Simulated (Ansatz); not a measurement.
# SrTlI3: the cost of one run

Code: Ansatz 0.2.0. PAW datasets, plane waves. The cell comes from a prototype generator: it can be a known phase or a hypothetical one. Spin polarisation is off.

## (1) The cell

The unstrained cell was relaxed with r2SCAN; in each strained cell the atoms were relaxed again with r2SCAN. Names of k-points are those of the unstrained zone, where strain can split equivalent points. First state: no strain.

The symmetry is Pm-3m (No. 221, cubic); conventional cell a = 6.361 Å, 51.47 Å³ an atom. Tl has 12 I at 4.50 Å; Sr has 6 I at 3.18 Å; I has 2 Sr at 3.18 Å and 4 Tl at 4.50 Å.

Structure file:

Space group Pm-3m (No. 221). a = 6.361 Å, b = 6.361 Å, c = 6.361 Å, α = 90.00°, β = 90.00°, γ = 90.00°
| atom | site | symmetry | x | y | z |
| --- | --- | --- | --- | --- | --- |
| Tl | 1a | m-3m | 0.0000 | 0.0000 | 0.0000 |
| Sr | 1b | m-3m | 0.5000 | 0.5000 | 0.5000 |
| I | 3c | 4/mm.m | 0.5000 | 0.5000 | 0.0000 |

## (2) No strain: PBE

input.yaml reads:

```yaml
crystal:
  lattice:
    - [6.3606449253, 0.0, 0.0]
    - [0.0, 6.3606449253, 0.0]
    - [0.0, 0.0, 6.3606449253]
  atoms:
    - { symbol: Tl, position: [0.0, 0.0, 0.0] }
    - { symbol: Sr, position: [0.5, 0.5, 0.5] }
    - { symbol: I, position: [0.5, 0.5, 0.0] }
    - { symbol: I, position: [0.5, 0.0, 0.5] }
    - { symbol: I, position: [0.0, 0.5, 0.5] }
kpoints:
  mp_grid: { grid: [4, 4, 4] }
  band_path:
    path:
      - [0.0, 0.0, 0.0]
      - [0.0, 0.5, 0.0]
      - [0.5, 0.5, 0.0]
      - [0.5, 0.5, 0.5]
      - [0.0, 0.0, 0.5]
    npoints: 1
hamiltonian:
  xc: pbe
scf:
  occupations: { method: fermi_dirac, width: 0.02 }
  n_extra_bands: 5
output:
  forces: true
  stress: true
  eigenvalues: true
  write_density: true
  write_potential: true
  elf: true
  volumetric_format: npy
```

Command:

```sh
> ansatz run input.yaml --threads 4 --pin off --max-ram 4608MiB --backend cpu --events-out ev --progress --plain --runs-dir out
```

**Question.** How long does this run take on 4 threads of Arm Neoverse V1, shared host, and how much memory does it need?

About 2.9 s, with a peak of 0.63 GiB.
